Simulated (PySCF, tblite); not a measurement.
**C7H7O radical: geometry, infrared bands and EPR parameters**

What infrared bands and EPR parameters should C7H7O radical (`C#C/C=C(\[C]=C)OC`) show?

Computed with tblite 0.8.0 and PySCF 2.14.0, with density-fitted response routines of our own, on a single molecule in the gas phase. Atoms are numbered from 0 throughout.

### Step 1. Starting geometry

15 atoms, charge 0, multiplicity 2; geometry from: force field or distance geometry start.

Bonds of the start (Å): C0–C1 1.22, C1–C2 1.41, C2–C3 1.35, C3–C4 1.44, C4–C5 1.29, C3–O6 1.39, O6–C7 1.42, C0–H8 1.06, C2–H9 1.09, C5–H10 1.08, C5–H11 1.08, C7–H12 1.10, C7–H13 1.09, C7–H14 1.10.

### Step 2. Geometry optimisation with GFN2-xTB

The job: settings as JSON, then the geometry in Å.

```
{"job": {"kind": "relax", "xc": "GFN2-xTB", "basis": "xTB"}, "charge": 0, "multiplicity": 2}
C      3.352200    -0.931400    -0.294300
C      2.190700    -0.942300    -0.653800
C      0.847000    -0.979600    -1.065900
C     -0.168900    -0.320900    -0.469700
C      0.055900     0.468100     0.710900
C      0.263200     1.192900     1.758900
O     -1.438400    -0.458300    -1.008600
C     -2.481300     0.240600    -0.336000
H      4.366100    -0.913400     0.021400
H      0.610500    -1.570600    -1.946500
H      0.221600     0.748600     2.747600
H      0.527200     2.237500     1.670400
H     -3.422500     0.036500    -0.870700
H     -2.608400    -0.125800     0.683300
H     -2.319400     1.325900    -0.357800
```

Command:

```console
OMP_NUM_THREADS=1 python probes_run.py task.json out
```

This one command runs all jobs of the session in turn.

**Question.** This job is followed by: GFN2-xTB harmonic vibrations, gas phase; UKS B3LYP, pcH-1 on C H O, non-relativistic, mean-field spin-orbit, GIAO. Predict these results of the whole session: strongest single infrared mode (GFN2-xTB); zero-point energy (GFN2-xTB); g(iso) (B3LYP); ⟨S²⟩; largest a(iso) (averaged by class); potential on the surface of density 0.002 e/bohr³, 1st and 99th percentile.

As calculated:

```
                                                                  quantity                     value
                                 strongest single infrared mode (GFN2-xTB)     1179 cm⁻¹, 212 km/mol
                                              zero-point energy (GFN2-xTB)             68.5 kcal/mol
                                                            g(iso) (B3LYP)                   2.00240
                                                                      ⟨S²⟩        0.779 (exact 0.75)
                                        largest a(iso) (averaged by class)  1H on H10, H11, 85.5 MHz
potential on the surface of density 0.002 e/bohr³, 1st and 99th percentile        -1.05 V and 1.32 V
```

What this shows: Over 20 steps the energy fell by 0.282 eV; of the close pairs, C3–C4 changed most, 1.438 to 1.340 Å. No mode is imaginary among the 39: a minimum at this level. The strongest single mode, at 1179 cm⁻¹, is carried by O6, C3, H9, C2. GFN2-xTB is a fitted tight-binding method: band positions and strengths are rough. Its intensities can rank the bands wrongly. The largest spin populations lie on C2 (0.62 e), C4 (0.45 e). The isotropic g lies 0.1 ppt above the free-electron value.
